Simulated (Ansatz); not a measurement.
Geometry optimisation, DFT PBEsol, scalar-relativistic, plane waves, PAW in Ansatz 0.2.0.

The input (input.yaml):

```yaml
accuracy: low
crystal:
  lattice:
    - [5.706946, 0.0, 0.0]
    - [2.853473, 4.94236, 0.0]
    - [0.0, 0.0, 16.824627]
  atoms:
    - { symbol: Ba, position: [0.0, 0.0, 0.0594367] }
    - { symbol: Ti, position: [0.3333333, 0.3333333, 0.128676] }
    - { symbol: O, position: [0.5, 0.5, 0.0594367] }
    - { symbol: O, position: [0.0, 0.5, 0.0594367] }
    - { symbol: O, position: [0.5, 0.0, 0.0594367] }
    - { symbol: Ba, position: [0.6666667, 0.6666667, 0.1979153] }
    - { symbol: Ti, position: [0.0, 0.0, 0.2671546] }
    - { symbol: O, position: [0.1666667, 0.1666667, 0.1979153] }
    - { symbol: O, position: [0.6666667, 0.1666667, 0.1979153] }
    - { symbol: O, position: [0.1666667, 0.6666667, 0.1979153] }
    - { symbol: Ba, position: [0.3333333, 0.3333333, 0.3363939] }
    - { symbol: Ti, position: [0.6666667, 0.6666667, 0.4056332] }
    - { symbol: O, position: [0.8333333, 0.8333333, 0.3363939] }
    - { symbol: O, position: [0.3333333, 0.8333333, 0.3363939] }
    - { symbol: O, position: [0.8333333, 0.3333333, 0.3363939] }
    - { symbol: C, position: [-0.0436327, 0.5249123, 0.5209403], spin: 1.0 }
magnetization:
  spin_polarized: true
basis:
  ecutwfc: 420.0
kpoints:
  mp_grid: { grid: [2, 2, 1] }
hamiltonian:
  xc: pbesol
  pseudopotentials: { kind: paw, azcp: { folder: soft_1 } }
scf:
  occupations: { method: fermi_dirac, width: 0.05 }
  lower_state_search: "off"
relax:
  f_tol: 0.08
  max_steps: 25
  adjacent_minimum: "off"
  constraints: [{ sites: [0, 1, 2, 3, 4] }]
```

Launched with:

```bash
$ ansatz run input.yaml --threads 2 --pin off --max-ram 5120MiB --backend cpu --events-out ev --progress --plain --runs-dir out
```

Question: Where does it end, and by what steps?

Answer: It converged. Limits of this set-up: coarse k mesh, thin slab, slab without dipole correction, PAW files made for another functional, low accuracy level. After 10 steps the energy has fallen by 3.455 eV; C16 moved furthest, 1.47 Å.

```
step  energy less start (eV)  largest force component (eV/Å)  accepted
   0                  0.0000                           4.501       yes
   1                 -1.7778                           3.369       yes
   2                 -3.0276                           0.863       yes
   3                 -3.2360                           0.498       yes
   4                 -3.3418                           0.493       yes
   5                 -3.3784                           0.202       yes
   6                 -3.4157                           0.240       yes
   7                 -3.4381                           0.114       yes
   8                 -3.4519                           0.126       yes
   9                 -3.4540                           0.096       yes
  10                 -3.4554                           0.021       yes
```

```xyz
16
Lattice="5.7069 0.0000 0.0000 2.8535 4.9424 0.0000 0.0000 0.0000 16.8246" Properties=species:S:1:pos:R:3
Ba 0.000 0.000 1.000
Ti 2.853 1.647 2.165
O 4.280 2.471 1.000
O 1.427 2.471 1.000
O 2.853 0.000 1.000
Ba 5.706 3.295 2.992
Ti -0.001 0.000 4.399
O 1.407 0.813 3.444
O 4.298 0.813 3.444
O 2.853 3.317 3.444
Ba 2.852 1.648 5.579
Ti 5.705 3.296 6.401
O 7.140 4.125 5.714
O 4.269 4.125 5.713
O 5.704 1.639 5.714
C -0.005 3.298 8.449
```

Whether the end is a true minimum wasn't checked by a vibrational analysis.

Time of the run: 120 s on 2 threads of Arm Neoverse V2, with other jobs on the host, peak memory 1 GiB.
